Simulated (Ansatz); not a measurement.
# AlF₃ (SMILES [F][Al]([F])[F]): one structure at several levels

How do the functionals fare away from a minimum? The structure is a structure displaced at random from a GFN2-xTB minimum.

Computed with Ansatz 0.2.0, Gaussian basis. Level: single points in def2-TZVPP.

Cores are frozen in the correlated methods.

**1. The starting structure**

SMILES `[F][Al]([F])[F]`, 4 atoms, charge 0, spin multiplicity 1.

Atoms are counted from 1 here; the program's logs count them from 0.

Bond lengths: F1–Al2 1.623 Å, Al2–F3 1.651 Å, Al2–F4 1.603 Å. Angles: F1–Al2–F3 117.4°, F1–Al2–F4 119.8°, F3–Al2–F4 120.4°.

Geometry (Å):

```
F     0.8378   -0.7058    1.2058
Al    0.0681   -0.0662   -0.0717
F    -1.4485   -0.6265   -0.4037
F     0.5742    1.3230   -0.6923
```

**2. CCSD(T)/def2-TZVPP**

run/in.yaml reads:

```yaml
crystal:
  periodic: [false, false, false]
  atoms:
    - {symbol: F, position_ang: [0.837800, -0.705800, 1.205800]}
    - {symbol: Al, position_ang: [0.068100, -0.066200, -0.071700]}
    - {symbol: F, position_ang: [-1.448500, -0.626500, -0.403700]}
    - {symbol: F, position_ang: [0.574200, 1.323000, -0.692300]}
basis:
  gaussian: {orbitals: def2-TZVPP}
correlation: {method: ccsd_t}
output: {forces: true}
```

No record of the launch command was kept for these runs.

**3. PBE0-D4/def2-TZVPP**

run/in.yaml, as its differences from that of step 2:

```diff
@@ -9,3 +9,3 @@
   gaussian: {orbitals: def2-TZVPP}
-correlation: {method: ccsd_t}
-output: {forces: true}
+hamiltonian: {xc: pbe0, dispersion: d4}
+output: {forces: true, orbitals: {seedname: orbitals}}
```

**4. wB97M-V/def2-TZVPP**

run/in.yaml, as its differences from that of step 3:

```diff
@@ -9,3 +9,3 @@
   gaussian: {orbitals: def2-TZVPP}
-hamiltonian: {xc: pbe0, dispersion: d4}
-output: {forces: true, orbitals: {seedname: orbitals}}
+hamiltonian: {xc: {name: wB97M-V}}
+output: {forces: true}
```

**5. r2SCAN-D4/def2-TZVPP**

run/in.yaml, as its differences from that of step 4:

```diff
@@ -9,3 +9,3 @@
   gaussian: {orbitals: def2-TZVPP}
-hamiltonian: {xc: {name: wB97M-V}}
+hamiltonian: {xc: r2scan, dispersion: d4}
 output: {forces: true}
```

**6. PBE-D4/def2-TZVPP**

run/in.yaml, as its differences from that of step 5:

```diff
@@ -9,3 +9,3 @@
   gaussian: {orbitals: def2-TZVPP}
-hamiltonian: {xc: r2scan, dispersion: d4}
+hamiltonian: {xc: pbe, dispersion: d4}
 output: {forces: true}
```

**7. wB97X-V/def2-TZVPP**

run/in.yaml, as its differences from that of step 6:

```diff
@@ -9,3 +9,3 @@
   gaussian: {orbitals: def2-TZVPP}
-hamiltonian: {xc: pbe, dispersion: d4}
+hamiltonian: {xc: {name: wB97X-V}}
 output: {forces: true}
```

**8. HSE06-D4/def2-TZVPP**

run/in.yaml, as its differences from that of step 7:

```diff
@@ -9,3 +9,3 @@
   gaussian: {orbitals: def2-TZVPP}
-hamiltonian: {xc: {name: wB97X-V}}
+hamiltonian: {xc: hse06, dispersion: d4}
 output: {forces: true}
```

(Steps that only read results are left out.)

**Question.** What will these runs give? Wanted: energy less free atoms, CCSD(T)/def2-TZVPP; RMS force component; RMS force error; HOMO and LUMO, PBE0-D4; T1 diagnostic.

**Answer**, as computed:

```
                                  quantity                                                                                            value
energy less free atoms, CCSD(T)/def2-TZVPP                                                                                   -1728.2 kJ/mol
                       RMS force component                                                             0.567 to 0.656 eV/Å over the methods
                           RMS force error  PBE0-D4 0.065, wB97M-V 0.024, r2SCAN-D4 0.030, PBE-D4 0.237, wB97X-V 0.034, HSE06-D4 0.063 eV/Å
                    HOMO and LUMO, PBE0-D4                                                                              -11.66 and -1.82 eV
                             T1 diagnostic                                                                                            0.013
```

Against CCSD(T) the functionals' energies less atoms differ by -46.8 to +12.8 kJ/mol, PBE-D4 by -46.8 kJ/mol. CCSD(T) in triple zeta still lacks some correlation energy of the bonds, so part of these gaps is its own basis error and they don't rank the functionals. On forces the order runs from wB97M-V to PBE-D4. Frozen-core CCSD(T) forces in triple zeta carry basis errors of their own, and this is one geometry, so small gaps rank nothing.
